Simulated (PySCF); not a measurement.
# ILi: the cost of one run

Programs: PySCF 2.14.0, with density-fitted response routines of our own. Each step states its level of theory. These are calculated values for one molecule in the gas phase, unless marked as measured. Atoms are numbered from 0 throughout.

### 1 The molecule as given

2 atoms, charge 0, multiplicity 1; geometry from: GFN2-xTB.

Bonds of the start (Å): Li0–I1 2.50.

### 2 Geometry optimisation at PBE0-D3(BJ)/def2-TZVP

The job: settings as JSON, then the geometry in Å.

```
{"job": {"xc": "PBE0", "basis": "def2-TZVP", "d3": "d3bj", "grid": 2, "kind": "geom"}, "charge": 0, "multiplicity": 1}
Li     0.000000     0.000000     0.000000
I      0.000000     0.000000     2.504780
```

**Question.** How long does this first job take on 2 threads of AMD EPYC 7R43 (Zen 3), shared host?

About 3.8 s.
